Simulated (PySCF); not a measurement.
# MoNF₃: relaxation and vibrations of the singlet

The task is one start of a wider search on MoNF₃: the singlet, from a see-saw (ligand arrangement 1) start. It is relaxed, tested by its Hessian and followed downhill if it is a saddle.

Method: PBE, basis Mo def2-SVP with ECP28, N def2-SVP, F def2-SVP, scalar-relativistic core potentials, no spin–orbit coupling, density fitting; program: PySCF 2.14.0.

### Step 1. The starting structure

5 atoms, charge 0, spin multiplicity 1.

Bond lengths: Mo1–N2 1.810 Å, Mo1–F3 2.020 Å, Mo1–F4 2.020 Å, Mo1–F5 2.020 Å. Angles: N2–Mo1–F3 86.9°, N2–Mo1–F4 86.9°, N2–Mo1–F5 104.0°, F3–Mo1–F4 170.0°, F3–Mo1–F5 86.9°, F4–Mo1–F5 86.9°.

```xyz
5
charge 0 multiplicity 1
Mo   -0.0608    0.0000   -0.2719
N    -1.4871    0.0000    0.8424
F    -0.0608    2.0123   -0.0958
F    -0.0608   -2.0123   -0.0958
F     1.5310    0.0000    0.9717
```

### Step 2. Relaxing the singlet from the see-saw (ligand arrangement 1) start

One driver script runs all steps and calls PySCF; scf.py shows how it sets up the SCF of each step. The optimiser is the driver's own. Before each start the driver seeks the lowest SCF state from one or more starting densities and follows internal instabilities, so scf.py alone need not reach the same state.

The program finds Cs symmetry in the start, which this walk keeps. Threshold on the gradient: 0.0003 Eh/bohr, with a further test on the energy change.

File scf.py:

```python
from pyscf import gto, scf, dft
mol = gto.M(atom='''
Mo    -0.060798     0.000000    -0.271878
N     -1.487098     0.000000     0.842422
F     -0.060798     2.012300    -0.095778
F     -0.060798    -2.012300    -0.095778
F      1.531002     0.000000     0.971722''',
    basis={'Mo': 'def2-SVP', 'N': 'def2-SVP', 'F': 'def2-SVP'},
    ecp={'Mo': 'def2-SVP'},
    charge=0, spin=0)
mf = dft.RKS(mol, xc='PBE')
mf.grids.atom_grid = (50, 194)
aux = {'Mo': 'def2-universal-JKFIT', 'N': 'def2-universal-JKFIT', 'F': 'def2-universal-JKFIT'}
mf = mf.density_fit(auxbasis=aux)
mf.kernel()
```

Energy and gradient, step by step:

```tsv
step	energy (Eh)	change (kJ/mol)	largest symmetric gradient (Eh/bohr)
0	-421.939054	0.00	0.17771
1	-422.006358	-176.71	0.03938
2	-422.029652	-237.87	0.02412
3	-422.049598	-290.23	0.02125
4	-422.061205	-320.71	0.01203
5	-422.062570	-324.29	0.02886
6	-422.064886	-330.37	0.00501
7	-422.064956	-330.56	0.00281
8	-422.064972	-330.60	0.00060
9	-422.064971	-330.60	0.00015
```

The walk needed 15 s of wall time on 4 threads, shared host.

It settles in C3v symmetry, 330.6 kJ/mol below the start, after 9 steps: Mo–F 1.853 Å (×3), Mo–N 1.641 Å; F–Mo–F 113.8° (×3), F–Mo–N 104.7° (×3).

### Step 3. Hessian and properties

On the finer grid the gradient is checked again; gradients at displacements of ±0.01 bohr then give force constants and infrared intensities.

Edit scf.py of step 2 so:

```diff
@@ -3,5 +3,5 @@
-Mo    -0.060798     0.000000    -0.271878
-N     -1.487098     0.000000     0.842422
-F     -0.060798     2.012300    -0.095778
-F     -0.060798    -2.012300    -0.095778
-F      1.531002     0.000000     0.971722''',
+Mo    -0.018913     0.000000     0.013165
+N     -1.365775     0.000000     0.950719
+F     -0.144686     1.552451    -0.991367
+F     -0.144686    -1.552451    -0.991367
+F      1.391532     0.000000     1.215519''',
@@ -12 +12 @@
-mf.grids.atom_grid = (50, 194)
+mf.grids.atom_grid = (75, 302)
```

This SCF starts from the last density.

Log of the central SCF (cycles and frontier levels):

```text
init E= -422.065147931576
  HOMO = -0.300821771314733  LUMO = -0.150195127640273  gap/eV = 4.09876
cycle= 1 E= -422.065147931564  delta_E= 1.23e-11  |g|= 8.79e-06  |ddm|= 8.43e-06
  HOMO = -0.300822798079778  LUMO = -0.150196750521503  gap/eV = 4.09874
Extra cycle  E= -422.065147931374  delta_E= 1.9e-10  |g|= 3.23e-05  |ddm|= 2.66e-05
converged SCF energy = -422.065147931374
```

The whole step took 22 s.

Geometry: C3v; Mo–F 1.853 Å (×3), Mo–N 1.641 Å; F–Mo–F 113.8° (×3), F–Mo–N 104.7° (×3).

Harmonic modes (main isotopes):

```json
{"symmetry": "a1", "ω (cm⁻¹)": "227", "IR (km/mol)": "8.9", "μ (u)": "23.50"}
{"symmetry": "e", "ω (cm⁻¹)": "237", "IR (km/mol)": "13.5", "μ (u)": "20.17"}
{"symmetry": "e", "ω (cm⁻¹)": "325", "IR (km/mol)": "11.8", "μ (u)": "16.56"}
{"symmetry": "a1", "ω (cm⁻¹)": "677", "IR (km/mol)": "36.3", "μ (u)": "19.56"}
{"symmetry": "e", "ω (cm⁻¹)": "713", "IR (km/mol)": "252", "μ (u)": "23.69"}
{"symmetry": "a1", "ω (cm⁻¹)": "1135", "IR (km/mol)": "48.7", "μ (u)": "15.72"}
```

No imaginary mode, so this is a minimum.

Constants and moments:

| Quantity | Value |
| --- | --- |
| Dipole moment | 1.56 D |
| Highest occupied level | -8.19 eV |
| Lowest empty level | -4.09 eV |
| Rotational constants | 0.1189, 0.1189, 0.09204 cm⁻¹ |
| Zero-point energy | 27.4 kJ/mol |
| Principal polarisabilities | 33.2, 33.2, 40.3 bohr³ |
| Atomisation energy without zero-point energy | 2304 kJ/mol |
| Principal traceless quadrupole moments about the centre of mass | -0.16, 0.08, 0.08 D Å |
| Entropy at 298.15 K and 1 bar | 313.1 J/(mol K) |
| Heat capacity Cp at 298.15 K | 80.8 J/(mol K) |
| Enthalpy at 298.15 K above 0 K | 16.92 kJ/mol |
| Rotational symmetry number | 3 |

Charges (e) and bond orders:

```
  atom  Mulliken  Löwdin  polar tensor  Mayer order to Mo1
   Mo1      1.02    0.26          2.03                   –
    N2     -0.17    0.02         -0.44                2.85
F3,4,5     -0.28   -0.09         -0.53                1.09
```

Outer orbital energies (eV). occupied: -11.69, -10.89, -10.72, -10.72, -10.57, -8.28, -8.28, -8.19; empty: -4.09, -4.09, -2.05, -2.05.

Mulliken populations on Mo1 (outside its core potential): s 2.23, p 6.52, d 4.13, f 0.09.

### Step 4. Stability of the closed shell

At the lowest minimum the closed shell is tested against spin polarisation, on the (50, 194) grid. It is stable.

### Step 5. Results

```
                                 quantity                                                                    value
                                  minimum                                                             singlet, C3v
                                 geometry  Mo–F 1.853 Å (×3), Mo–N 1.641 Å; F–Mo–F 113.8° (×3), F–Mo–N 104.7° (×3)
                       wavenumbers (cm⁻¹)                 227 (a1), 237 (e), 325 (e), 677 (a1), 713 (e), 1135 (a1)
                            dipole moment                                                                   1.56 D
     highest occupied, lowest empty level                                                          -8.19, -4.09 eV
               polar-tensor charge of Mo1                                                                  +2.03 e
                        zero-point energy                                                              27.4 kJ/mol
                      entropy at 298.15 K                                                          313.1 J/(mol K)
atomisation energy (no zero-point energy)                                                              2304 kJ/mol
```

What this shows: The see-saw (ligand arrangement 1) start (Cs) ends in a minimum of C3v symmetry. In the infrared the band at 713 cm⁻¹ (e, stretch) leads. Only this shape and spin were tried, so other structures or states may lie lower.

The search up to here took 46 s.
